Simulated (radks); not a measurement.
**W⁴⁺ in [Xe] 4f14 5d1 6p1: an all-electron calculation**

What are the levels of the tungsten ion W4+, how large are its shells, and how does its energy divide?

Program: radks (a radial shooting solver on a logarithmic mesh, Libxc functionals) version 1. Level of theory: Dirac Kohn-Sham, PBE, spin-unpolarised, spherical densities, finite nucleus; open shells fill j = l - 1/2 first. These are calculated values, not measurements, unless marked.

**1. The atom as given**

- element: tungsten (Z = 74)
- charge: +4
- electrons: 70
- configuration: [Xe] 4f14 5d1 6p1
- nuclear rms radius: 5.3658 fm

**2. The run**

Settings of this run:

```text
Z 74
configuration [Xe] 4f14 5d1 6p1
relativity Dirac
functional pbe,pbe
spin unpolarised
j_filling energy
nucleus finite rms 5.3658 fm
c 137.035999084
```

Command:

```sh
$ python run_ks.py task.json out
```

The same process makes all the runs of this session.

What does the calculation give?

As calculated:

```
                        quantity                   value
                    total energy     -16159.6569 hartree
exchange-correlation share of it                  2.00 %
                            −T/E                  1.1262
          highest occupied level       6p1/2, -32.754 eV
    most extended occupied level  6p1/2, <r> = 2.73 bohr
 radius at density 0.001 e/bohr³               3.83 bohr
    maxima of the radial density                       4
```

**Reading.** The radial density shows 4 maxima for 6 occupied principal shells; where shells overlap, one shows as a shoulder or not at all. Relativity lifts −T/E to 1.126. This is not the tabulated ground configuration, so its levels and sizes aren't those of the ground state, and no measured value stands beside it.
